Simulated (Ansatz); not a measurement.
**CHClGaNO (SMILES O=C=[N][GaH][Cl]): CCSD(T)/6-31G(d) (spherical functions)**

What is the energy change on altering one bond length of CHClGaNO at CCSD(T)/6-31G* (spherical functions)? 

The results are computed with Ansatz 0.2.0.

153 further runs of the same task are left out: 153 set aside as unsound or not needed. Runs told in other sessions of the task aren't counted.

### Step 1. The structure to begin with

CHClGaNO: 6 atoms, total charge 0, spin state singlet. SMILES: `O=C=[N][GaH][Cl]`. The coordinates come from a PBE0-D4/def2-TZVP relaxation. This is one conformer, not always the lowest.

Bond lengths: O1–C2 1.163 Å, C2–N3 1.203 Å, N3–Ga4 1.824 Å, Ga4–Cl5 2.132 Å, Ga4–H6 1.540 Å. Angles: O1–C2–N3 176.4°, C2–N3–Ga4 142.4°, N3–Ga4–Cl5 115.2°, N3–Ga4–H6 121.8°, Cl5–Ga4–H6 123.0°.

### Step 2. A single-point energy at CCSD(T)/6-31G(d) (spherical functions)

File job.yaml:

```yaml
crystal:
  periodic: [false, false, false]
  atoms:
    - symbol: O
      position_ang: [-0.700200, -2.626600, -0.696700]
    - symbol: C
      position_ang: [-0.691800, -1.486000, -0.467600]
    - symbol: N
      position_ang: [-0.756800, -0.304700, -0.247900]
    - symbol: Ga
      position_ang: [0.248500, 1.124400, 0.275700]
    - symbol: Cl
      position_ang: [2.297400, 0.694600, 0.677800]
    - symbol: H
      position_ang: [-0.354900, 2.534400, 0.412700]
basis:
  gaussian: {orbitals: 6-31G_st_-spherical.json}
magnetization: {spin_polarized: false, initial_magnetization: 0}
correlation: {method: ccsd_t, frozen_orbitals: {C: 1, Cl: 5, Ga: 9, H: 0, "N": 1, O: 1}}
accuracy: high
scf: {omitted_lower_state_checks: [cluster_reference, increment]}
```

The basis set 6-31G* is read from a file made from the Basis Set Exchange's data (not shown).

Run with:

```console
$ ansatz run job.yaml --threads 1 --pin off --max-ram 3480MiB --events-out events.jsonl --progress --plain --runs-dir runs
```

Output, shortened:

```text
Warning: RAYON_NUM_THREADS=1 ignored (pool sized by the plan → 1); use --threads N
Functional definition: HF
  name "HF"
[...]
1936 factors; integrals over basis functions are off by at most 5.4e-9 eV
[...]
mean field -69397.35747645 eV, -2550.3058480410 hartree, gradient 1.3e-8 eV, S^2 0.000000; 0 other end points of the search recorded, 0 dependent functions left out
17 core orbitals not correlated: weight in the atoms' cores, before any rotation towards them, 1.000 or more for the frozen orbitals, at most 0.000 for the correlated occupied ones
reference -69397.35747645 eV, -2550.3058480410 hartree; 18, 18 occupied and 59, 59 virtual orbitals, 1936 factors
second order -22.00673199 eV of doubles, -0.00000000 eV of singles
cycle   1  -21.14647757 eV  change    8.6e-1 eV  update   1.4e-1
[...]
cycle  21  -21.98557653 eV  change    2.0e-9 eV  update   3.1e-9
perturbative correction -0.74140549 eV, -0.0272461491 hartree
Total energy: -69420.08445846 eV, -2551.1410492251 hartree
Checks for a lower state left out: cluster_reference, increment
```

It took 28 s on 1 thread of Arm Neoverse V2, shared host; peak memory 0.53 GiB.

### Step 3. The distorted shape

Edit job.yaml of step 2 so:

```diff
@@ -4,3 +4,3 @@
     - symbol: O
-      position_ang: [-0.700200, -2.626600, -0.696700]
+      position_ang: [-0.706920, -3.539041, -0.879972]
     - symbol: C
@@ -17,3 +17,2 @@
   gaussian: {orbitals: 6-31G_st_-spherical.json}
-magnetization: {spin_polarized: false, initial_magnetization: 0}
 correlation: {method: ccsd_t, frozen_orbitals: {C: 1, Cl: 5, Ga: 9, H: 0, "N": 1, O: 1}}
```

The basis set 6-31G* is read from a file made from the Basis Set Exchange's data (not shown).

Run with:

```console
$ ansatz run job.yaml --threads 1 --pin off --max-ram 3480MiB --events-out events.jsonl --progress --plain --runs-dir runs
```

Output, shortened:

```text
Warning: RAYON_NUM_THREADS=1 ignored (pool sized by the plan → 1); use --threads N
[... 2 set-up lines as earlier in the session ...]
[...]
1929 factors; integrals over basis functions are off by at most 1.0e-8 eV
[...]
mean field -69391.08524599 eV, -2550.0753478233 hartree, gradient 4.5e-8 eV, S^2 0.000000; 1 other end points of the search recorded, 0 dependent functions left out; unrestricted orbitals would lower it
17 core orbitals not correlated: weight in the atoms' cores, before any rotation towards them, 1.000 or more for the frozen orbitals, at most 0.000 for the correlated occupied ones
reference -69391.08524599 eV, -2550.0753478233 hartree; 18, 18 occupied and 59, 59 virtual orbitals, 1929 factors
second order -20.66643891 eV of doubles, -0.00000000 eV of singles
cycle   1  -20.46756174 eV  change    2.0e-1 eV  update   1.5e-1
[...]
cycle  39  -21.58964472 eV  change  -9.8e-10 eV  update   3.0e-9
perturbative correction -0.80152682 eV, -0.0294555673 hartree
Total energy: -69413.47641753 eV, -2550.8982082002 hartree
Checks for a lower state left out: cluster_reference, increment
```

Run time: 42 s. Hardware: 1 thread of Arm Neoverse V2, shared host; peak memory 0.53 GiB.

### Step 4. Outcome

Level: CCSD(T)/6-31G* (spherical functions), 17 core orbitals frozen.

| quantity | value |
| --- | --- |
| first shape: total energy | -2551.14105 Eh |
| first shape: correlation energy (17 core orbitals frozen) | -835.2 mEh |
| first shape: (T) correction | -27.25 mEh |
| first shape: T1 diagnostic | 0.015 |
| distorted shape: total energy | -2550.89821 Eh |
| distorted shape: correlation energy (17 core orbitals frozen) | -822.9 mEh |
| distorted shape: (T) correction | -29.46 mEh |
| distorted shape: T1 diagnostic | 0.025 |
| energy change with the O1–C2 bond stretched from 1.163 to 2.094 Å | 6.608 eV |

**Reading.** With the O1–C2 bond stretched from 1.163 to 2.094 Å the energy rises by 6.61 eV (152 kcal/mol). The first shape isn't relaxed at this level, so the change isn't measured from a minimum. A restricted reference can't describe the breaking bond well at this length. The triples (first shape) make up 3.3 % of the correlation energy. The T1 diagnostic (distorted shape) of 0.025 is above the customary mark for such species, so a single reference may not serve. The restricted solution (distorted shape) is unstable to spin breaking: an unrestricted one lies lower. The triples (distorted shape) make up 3.6 % of the correlation energy.
